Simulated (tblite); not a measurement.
# C3H9BN2: the cost of one run

The runs use tblite 0.8.0 and PySCF 2.14.0, with density-fitted response routines of our own; the level of theory stands in each step. All values are computed, except where a source is named. Atoms count from 0, in the outputs and in this text.

## (1) The molecule as given

15 atoms, charge 0, multiplicity 1; geometry from: force field or distance geometry start.

Bonds of the start (Å): C0–C1 1.22, C1–B2 1.54, B2–N3 1.51, B2–N4 1.52, N4–C5 1.46, C0–H6 1.05, B2–H7 1.20, N3–H8 1.07, N3–H9 1.07, N4–H10 1.05, N4–H11 1.05, C5–H12 1.10, C5–H13 1.11, C5–H14 1.12.

## (2) Relaxing the molecule with GFN2-xTB

Job settings and geometry (Å):

```
{"job": {"kind": "relax", "xc": "GFN2-xTB", "basis": "xTB"}, "charge": 0, "multiplicity": 1}
C      2.830300     0.371400    -0.888600
C      1.747600     0.392600    -0.336700
B      0.390100     0.396600     0.390600
N      0.271700    -0.878400     1.199800
N     -0.790300     0.497200    -0.565700
C     -1.926600    -0.343000    -0.180400
H      3.767500     0.356000    -1.371700
H      0.359900     1.348600     1.117000
H      0.922500    -1.576700     0.716800
H      0.711900    -0.741500     2.162000
H     -0.517300     0.349000    -1.565700
H     -1.163100     1.478100    -0.501000
H     -2.704200    -0.350300    -0.964300
H     -1.485500    -1.343000     0.024700
H     -2.418800     0.051400     0.741300
```

Run with:

```bash
$ OMP_NUM_THREADS=1 python probes_run.py task.json out
```

This one command runs all jobs of the session in turn.

Q: Estimate the wall time and peak memory of this first job on 1 thread of Arm Neoverse N1, shared host.

About 1 s, with a peak of 0.18 GiB.
